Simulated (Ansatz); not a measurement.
**C₂H₄BClS: up Jacob's ladder to CCSD(T)**

The task here is to estimate one member of a computed series from the others.

Program: Ansatz 0.2.0, Gaussian basis. Level of theory: functionals in def2-TZVPP, the program's frozen cores in correlated methods. These are calculated values, not measurements.

The runs, in order: PBE-D4, r2SCAN-D4, PBE0-D4, B3LYP-D4, ωB97X-V, ωB97M-V, B2PLYP; CCSD(T)/def2-TZVPP; MP2/def2-QZVPP; extrapolation to the limit.

### The geometry

An earlier PBE0-D4 in a triple-zeta def2 set relaxation fixed the geometry.

SMILES `BSC(=C)Cl`, 9 atoms, charge 0, spin multiplicity 1.

Atoms are counted from 1 here; the program's logs count them from 0.

Bond lengths: B1–S2 1.754 Å, B1–H6 1.192 Å, B1–H7 1.186 Å, S2–C3 1.768 Å, C3–C4 1.327 Å, C3–Cl5 1.717 Å, C4–H8 1.083 Å, C4–H9 1.082 Å. Angles: S2–B1–H6 112.7°, S2–B1–H7 123.4°, H6–B1–H7 123.8°, B1–S2–C3 109.9°, S2–C3–C4 119.0°, S2–C3–Cl5 119.9°, C4–C3–Cl5 121.0°, C3–C4–H8 120.0°, C3–C4–H9 121.2°, H8–C4–H9 118.8°.

Set-up of the first run:

Input file in.yaml:

```yaml
crystal:
  periodic: [false, false, false]
  atoms:
    - {symbol: B, position_ang: [0.144788, -0.066421, -2.142967]}
    - {symbol: S, position_ang: [-0.406481, 0.790109, -0.714923]}
    - {symbol: C, position_ang: [0.041711, -0.110593, 0.738653]}
    - {symbol: C, position_ang: [-0.303337, 0.370875, 1.926086]}
    - {symbol: Cl, position_ang: [0.912605, -1.583509, 0.599755]}
    - {symbol: H, position_ang: [-0.132546, 0.498604, -3.154968]}
    - {symbol: H, position_ang: [0.730428, -1.097063, -2.101678]}
    - {symbol: H, position_ang: [-0.852797, 1.301552, 1.994513]}
    - {symbol: H, position_ang: [-0.045971, -0.149852, 2.838429]}
basis:
  gaussian: {orbitals: def2-TZVPP}
hamiltonian: {xc: pbe, dispersion: d4}
output: {forces: true, orbitals: {seedname: orbitals}}
```

On the command line:

```sh
$ ansatz run in.yaml --threads 4 --pin off --events-out ev --progress --plain --max-ram 10444MiB
```

Steps of the session up to this table: PBE-D4 (GGA); r2SCAN-D4 (meta-GGA); PBE0-D4 (hybrid); B3LYP-D4 (hybrid); ωB97X-V (range-separated); ωB97M-V (range-separated); B2PLYP (double hybrid); CCSD(T) in def2-TZVPP; MP2 in def2-QZVPP.

One table of the session follows, with a row left open; its other results are not shown here.

```
            method  atomisation energy (kJ/mol)
            PBE-D4                            ?
         r2SCAN-D4                       3367.3
           PBE0-D4                       3375.0
          B3LYP-D4                       3331.6
           ωB97X-V                       3335.1
           ωB97M-V                       3349.5
            B2PLYP                       3292.7
     HF/def2-TZVPP                       2424.9
    MP2/def2-TZVPP                       3312.3
   CCSD/def2-TZVPP                       3160.1
CCSD(T)/def2-TZVPP                       3227.7
           MP2/CBS                       3400.2
       CCSD(T)/CBS                       3315.6
```

**Question.** Estimate the row for PBE-D4.

**Answer.** atomisation energy (kJ/mol): 3445.5. In the column «atomisation energy (kJ/mol)» it is the highest.
